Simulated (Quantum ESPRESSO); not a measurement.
Runs of Quantum ESPRESSO 7.5 on InRh2. It takes space group Fm-3m (No. 225, cubic). The conventional cell has a = 5.781 Å, b = 5.781 Å, c = 5.781 Å, α = 90.00°, β = 90.00°, γ = 90.00°. Around Rh (site symmetry -43m) lie 4 In at 2.50 Å. In (site symmetry m-3m) is surrounded by 8 Rh at 2.50 Å. The cell was built by a generator and needn't be a form met in nature.

```csv
U,gap on the mesh (eV),pressure (GPa)
Rh d U = 4.0 eV,none,22.6
Rh d U = 2.0 eV,none,23.8
Rh d U = 6.0 eV,none,(b)
Rh d U = 0.0001 eV,none,(a)
Rh d U = 8.0 eV,none,20.6
```

Alike in all rows: task Hubbard U by linear response; level PBEsol+U; potentials or basis PseudoDojo 0.4.1 SR PBEsol standard; no spin polarisation; cell as given; k mesh 6 × 6 × 6; cutoff (eV) 1197; smearing cold 0.2 eV.

Question: Estimate the missing entries.

Answer: (a) 25.3; (b) 21.5.

Caveats: U without spin polarisation on a metal has little footing; the U is typed as a test and isn't derived for this compound.

A k mesh can miss the band edges, and the runs leave out spin-orbit coupling on In, Rh.

A gap of «none» marks a metal or a gap under the smearing width.
